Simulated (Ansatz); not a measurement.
# ClH3S2Si: the cost of one run

Computed with Ansatz 0.2.0, driven from Python. Level of theory: B3LYP/6-31G.

## (1) The structure

Bond lengths: S1–S2 1.998 Å, S2–Si3 2.125 Å, Si3–Cl4 1.986 Å, S1–H5 1.339 Å, Si3–H6 1.509 Å, Si3–H7 1.497 Å. Angles: S1–S2–Si3 98.3°, S2–S1–H5 102.3°, S2–Si3–Cl4 111.8°, S2–Si3–H6 109.6°, S2–Si3–H7 112.2°, Cl4–Si3–H6 106.1°, Cl4–Si3–H7 109.5°, H6–Si3–H7 107.4°.

The script holds or builds the structure itself.

## (2) The script

The input, run_md.py:

```python
"""Molecular dynamics of one ClH3S2Si molecule."""

import ansatz as az
from ase import Atoms
import numpy as np

BASIS_SET = "6-31G"
FUNCTIONAL = "b3lyp"
N_STEPS = 40
TEMPERATURE_K = 500


def main() -> None:
    atoms = Atoms(["S", "S", "Si", "Cl", "H", "H", "H"], positions=[
        [-1.6089, 1.2013, -0.8278],
        [0.1688, 0.5354, -1.4497],
        [0.8764, -0.2236, 0.4048],
        [-0.1846, -1.788, 1.0132],
        [-2.3685, 0.1016, -0.9068],
        [2.2936, -0.7161, 0.2431],
        [0.8843, 0.8213, 1.4774],
    ])
    mol = az.Crystal.molecule_from_ase(atoms)

    setup = (
        mol.calculation()
        .basis(gaussian=BASIS_SET)
        .functional(FUNCTIONAL)
        .md("nvt_langevin", timestep=0.5, steps=N_STEPS, temperature=TEMPERATURE_K, initial_velocities="maxwell_boltzmann", seed=26, friction=0.05)
    )
    frames = []
    done = setup.session().plan().execute(on_event=lambda e: frames.append(e["data"]) if e["event"] == "md_step" else None)
    print("t (fs)   E_pot (eV)      E_kin (eV)   T (K)   d(0-1) (A)")
    for f in frames[::1]:
        xyz = np.array(f["positions_ang"])
        print(f"{f['time_fs']:6.2f} {f['lagrangian_ev']:14.5f} {f['e_kin_ev']:10.5f} {f['temperature_k']:8.1f} {np.linalg.norm(xyz[0] - xyz[1]):9.4f}")
    print("mean temperature", round(float(np.mean([f["temperature_k"] for f in frames])), 1), "K")


if __name__ == "__main__":
    main()
```

## (3) What the engine is handed

The engine receives this input:

```yaml
crystal:
  periodic: [false, false, false]
  atoms:
    - { symbol: S, position_ang: [-1.6089, 1.2013, -0.8278] }
    - { symbol: S, position_ang: [0.1688, 0.5354, -1.4497] }
    - { symbol: Si, position_ang: [0.8764, -0.2236, 0.4048] }
    - { symbol: Cl, position_ang: [-0.1846, -1.788, 1.0132] }
    - { symbol: H, position_ang: [-2.3685, 0.1016, -0.9068] }
    - { symbol: H, position_ang: [2.2936, -0.7161, 0.2431] }
    - { symbol: H, position_ang: [0.8843, 0.8213, 1.4774] }
basis:
  gaussian:
    orbitals: "6-31G"
hamiltonian:
  xc: b3lyp
md:
  timestep: 0.5
  n_steps: 40
  ensemble: nvt_langevin
  temperature: 500.0
  friction: 0.05
  initial_velocities: maxwell_boltzmann
  seed: 26
```

## (4) Running it

Started as:

```sh
$ python run_md.py
```

What time and memory should one allow on 1 thread of Arm Neoverse V2, shared host?

About 2.1 min, with a peak of 0.21 GiB.
